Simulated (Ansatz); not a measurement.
# SiC: band gap under strain

How does strain move the band edges of SiC in the 4H polytype structure, and do the functionals agree on it? States: +3.0 % biaxial strain in x and y, free along z.

The runs shown are made with Ansatz 0.2.0. PAW datasets, plane waves. The values are computed, spin-unpolarised, and not measurements.

### 1 The cell

The unstrained cell was relaxed with r2SCAN; in each strained cell the atoms were relaxed again with r2SCAN. Names of k-points are those of the unstrained zone, where strain can split equivalent points. First state: +3.0 % biaxial strain in x and y, free along z.

It is hexagonal, P6_3mc (No. 186); conventional cell a = 3.170 Å, c = 10.026 Å, 10.91 Å³ an atom. Around Si lie 4 C at 1.89–1.93 Å; around Si lie 4 C at 1.90–1.93 Å; around C lie 4 Si at 1.89–1.93 Å; around C lie 4 Si at 1.90–1.93 Å.

The structure in full:

```cif
data_structure
_symmetry_space_group_name_H-M 'P6_3mc'
_symmetry_Int_Tables_number 186
_cell_length_a 3.1699
_cell_length_b 3.1699
_cell_length_c 10.0263
_cell_angle_alpha 90.000
_cell_angle_beta 90.000
_cell_angle_gamma 120.000
_cell_volume 87.25
loop_
_atom_site_label
_atom_site_type_symbol
_atom_site_symmetry_multiplicity
_atom_site_Wyckoff_symbol
_atom_site_fract_x
_atom_site_fract_y
_atom_site_fract_z
_atom_site_occupancy
Si1 Si 2 a 0.00000 0.00000 0.99913 1
Si2 Si 2 b 0.33333 0.66667 0.24925 1
C1 C 2 a 0.00000 0.00000 0.18789 1
C2 C 2 b 0.33333 0.66667 0.43873 1
```

From earlier runs on the unstrained cell: PBE 2.23 eV, r2SCAN 2.60 eV, HSE06 3.14 eV; a = 3.078 Å, c = 10.077 Å.

### 2 +3.0 % biaxial strain in x and y, free along z: PBE

File input.yaml:

```yaml
crystal:
  lattice:
    - [3.169881684, 0.0, 0.0]
    - [-1.584940842, 2.7451980654, 0.0]
    - [0.0, 0.0, 10.0263391721]
  atoms:
    - { symbol: Si, position: [0.0, 0.0, -0.000867159] }
    - { symbol: Si, position: [0.3333333333, 0.6666666667, 0.2492476495] }
    - { symbol: Si, position: [0.0, 0.0, 0.499132841] }
    - { symbol: Si, position: [0.6666666667, 0.3333333333, 0.7492476495] }
    - { symbol: C, position: [0.0, 0.0, 0.1878906574] }
    - { symbol: C, position: [0.3333333333, 0.6666666667, 0.4387288522] }
    - { symbol: C, position: [0.0, 0.0, 0.6878906574] }
    - { symbol: C, position: [0.6666666667, 0.3333333333, 0.9387288522] }
kpoints:
  mp_grid: { grid: [12, 12, 4] }
  band_path:
    path:
      - [0.0, 0.0, 0.0]
      - [0.5, 0.0, 0.0]
      - [0.3333333333, 0.3333333333, 0.0]
      - [0.0, 0.0, 0.5]
      - [0.5, 0.0, 0.5]
      - [0.3333333333, 0.3333333333, 0.5]
      - [0.0, 0.5, 0.0]
    npoints: 1
hamiltonian:
  xc: pbe
scf:
  occupations: { method: fermi_dirac, width: 0.02 }
  n_extra_bands: 6
output:
  forces: true
  stress: true
  eigenvalues: true
```

Run with:

```
> ansatz run input.yaml --threads 2 --pin off --max-ram 20275MiB --backend cpu --events-out ev --progress --plain --runs-dir out
```

Further steps of the session: +3.0 % biaxial strain in x and y, free along z: r2SCAN; +3.0 % biaxial strain in x and y, free along z: HSE06.

Q: Predict the outcome of this session.

The runs gave:

Least gap in eV (negative: overlap), with the change from the unstrained cell in brackets:

| state | volume change (%) | PBE | r2SCAN | HSE06 |
| --- | --- | --- | --- | --- |
| +3.0 % biaxial strain in x and y, free along z | +5.6 | 2.01 (-0.22) | 2.39 (-0.21) | 2.92 (-0.22) |

**Reading.** The HSE06 gap moves by -0.215 eV under +3.0 % biaxial strain in x and y, free along z. PBE and HSE06 differ by 0.91 eV on the unstrained gap, and by at most 0.00 eV on its change: the two disagree on the size of the gap but agree on its response to strain.
